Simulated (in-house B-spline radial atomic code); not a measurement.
**Ho: ionisation energy by several methods**

The task here is to estimate one member of a computed series from the others.

The numbers are computed with in-house B-spline radial atomic code version 1 (scalar-relativistic (X2C), several functionals, spin-polarised; spherical all-electron atom at the radial basis limit), except any that are marked as measured or tabulated.

### Starting point

- element: holmium (Z = 67)
- charge: 0
- electrons: 67
- configuration: [Xe] 4f11 6s2
- nucleus: Fermi, rms radius 5.202 fm

The outer shells:

[Xe] 4f11 6s2
```
[Xe] core
4f [↑↓][↑↓][↑↓][↑↓][↑ ][↑ ][↑ ]
6s [↑↓]
```

Where spins are not typed, each open shell is filled with up spins first.

The first run:

Settings of the run:

```ini
Z = 67
electrons = 67.0
configuration = [Xe] 4f11 6s2
hamiltonian = x2c
method = pbesol
spin_polarised = True
nucleus = fermi
rms_radius = 5.2022
mass_number = 165
atomic_mass = 164.930329116
speed_of_light = 137.035999084
```

Among the steps run: PBEsol, a GGA; M06-L, a meta-GGA; LDA (VWN5); RPBE, a GGA; r2SCAN, a meta-GGA; LDA (PW92).

One of the session's tables, all rows but one given; the rest of the session is left out.

```
    method  ΔSCF (eV)
LDA (VWN5)      6.265
LDA (PW92)          ?
    PBEsol      6.027
      RPBE      6.001
     M06-L      6.149
    r2SCAN      5.810
```

Estimate the missing values for LDA (PW92).

**Answer.** ΔSCF (eV): 6.272. In the column «ΔSCF (eV)» it is the highest.

Members of this set that are not shown: 12 used exact exchange with fractional occupations of an open shell, which is unsound here.
